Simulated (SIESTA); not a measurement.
Ti3Nb under changes of volume

One of the cells (18.008 Å³/atom); the others are scaled copies at fixed shape and fractional positions:

```
Nb Ti
1.0
     4.16081    0.00000    0.00000
     0.00000    4.16081    0.00000
     0.00000    0.00000    4.16081
Nb Ti
1 3
Direct
  0.00000 0.00000 0.00000
  0.50000 0.50000 0.00000
  0.50000 0.00000 0.50000
  0.00000 0.50000 0.50000
```

The cell comes from a database or a generator and needn't be the stable form of this composition.

| Property | Result |
| --- | --- |
| Program | SIESTA 5.4.2 |
| Functional | PBEsol |
| Potentials or basis | PseudoDojo 0.4 standard (PBEsol files) |
| Basis | DZP (energy shift 0.003 Ry; two zetas on semicore shells) |
| Grid cutoff | 800 Ry |
| Energy shift | 0.003 Ry |
| k mesh | 7 × 7 × 7 |
| Occupations | fermi-dirac, width 0.05 eV |
| Spin | no spin polarisation |

| volume (Å³/atom) | energy over the lowest point (meV/atom) | pressure (GPa) |
| --- | --- | --- |
| 16.596 | 4.68 | 3.8 |
| 16.949 | 0.00 | 0.8 |
| 17.302 | 1.59 | -1.9 |
| 18.008 | 20.56 | -6.5 |
| 18.361 | 37.26 | -8.5 |
| 18.715 | ? | ? |

**Question.** What does the run at 18.715 Å³/atom give?

**Answer.** Energy over the lowest point 58.23 meV/atom; pressure -10.3 GPa.

Worked out: A Birch-Murnaghan fit of order 3 (a polynomial in V^(-2/3)) to the other rows has its minimum at 17.04 Å³/atom with B0 = V·E''(V) = 130 GPa and B' = 3.5. It gives 58.15 meV/atom at 18.715 Å³/atom, against the run's 58.23, and -dE/dV = -10.4 GPa, against -10.3.

Energies are extrapolated to zero smearing.

Caveats: the basis of atomic orbitals isn't converged, which shifts pressures, moduli and gaps.
